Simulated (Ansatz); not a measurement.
# Na2ZrS2: what a guessed cell relaxes into

Where does this trial cell of Na2ZrS2 go when cell and atoms are let free?

Computed with Ansatz 0.2.0 (DFT PBE, scalar-relativistic, plane waves, PAW, unless a step's input says otherwise).

## (1) The system as given

The structure is tetragonal, space group I4/mmm (No. 139). Conventional cell: a = 4.295 Å, b = 4.295 Å, c = 12.341 Å, α = 90.00°, β = 90.00°, γ = 90.00°. Na (site symmetry 4mm) is surrounded by 4 S at 2.31 Å. Zr (site symmetry 4/mmm) is surrounded by 8 S at 3.76 Å and 10 Na at 3.77 to 3.94 Å and 4 Zr at 4.29 Å. S (site symmetry -4m2) has 4 Na at 2.31 Å as nearest neighbours.

Structure file:

```cif
data_structure
_symmetry_space_group_name_H-M 'P 1'
_symmetry_Int_Tables_number 1
_cell_length_a 6.8772
_cell_length_b 6.8772
_cell_length_c 6.8772
_cell_angle_alpha 143.612
_cell_angle_beta 143.612
_cell_angle_gamma 52.408
_cell_volume 113.80
loop_
_atom_site_label
_atom_site_type_symbol
_atom_site_fract_x
_atom_site_fract_y
_atom_site_fract_z
_atom_site_occupancy
Na1 Na 0.31900 0.31900 0.00000 1
Na2 Na 0.68100 0.68100 0.00000 1
Zr1 Zr 0.00000 0.00000 0.00000 1
S1 S 0.75000 0.25000 0.50000 1
S2 S 0.25000 0.75000 0.50000 1
```

Recipe of the guess: species swapped into a database cell of BaB2Rh2 (I4/mmm, No. 139), with Zr on the Ba sites, Na on the B sites and S on the Rh sites. Its size is a rough estimate.

## (2) Probe: one point on a coarse mesh

input.yaml reads:

```yaml
crystal:
  lattice:
    - [-2.14730344, 2.14730344, 6.17041224]
    - [2.14730344, -2.14730344, 6.17041224]
    - [2.14730344, 2.14730344, -6.17041224]
  atoms:
    - { symbol: Na, position: [0.31900001, 0.31900001, 0.0] }
    - { symbol: Na, position: [0.68099999, 0.68099999, 0.0] }
    - { symbol: Zr, position: [0.0, 0.0, 0.0] }
    - { symbol: S, position: [0.75, 0.25, 0.5] }
    - { symbol: S, position: [0.25, 0.75, 0.5] }
basis:
  ecutwfc: 420
kpoints:
  mp_grid: { grid: [6, 6, 6] }
hamiltonian:
  xc: pbe
scf:
  occupations: { method: gaussian, width: 0.1 }
  lower_state_search: "off"
output:
  forces: true
  stress: true
  eigenvalues: true
```

On the command line:

```bash
$ ansatz run input.yaml --threads 1 --pin off --max-ram 2560MiB --backend cpu --events-out ev --progress --plain --runs-dir out
```

The session goes on with these runs: coarse relaxation; spin check on a coarse mesh; final relaxation.

Before running it: what results should come out? Wanted: conventional cell; volume; energy over the elements; gap on the mesh; total moment.

As calculated:

| quantity | value |
| --- | --- |
| symmetry at the end (tolerance 0.02 Å) | space group I4/mmm (No. 139) |
| conventional cell | a = 4.952 Å, b = 4.952 Å, c = 8.081 Å, α = 90.00°, β = 90.00°, γ = 90.00° |
| volume | 19.82 Å³/atom |
| energy over the elements | -0.32 eV/atom |
| gap on the mesh | 0.15 eV |
| total moment | 2.00 μB/cell |

In words: The space group I4/mmm (No. 139) is kept, and the volume per atom shrinks by 12.9 % from the first guess. A negative formation energy is needed for stability but isn't enough; other structures and compounds were not set against it here. No finished test with a distortion of lower symmetry is shown, so the end may be a saddle point. Other magnetic orders were not searched.
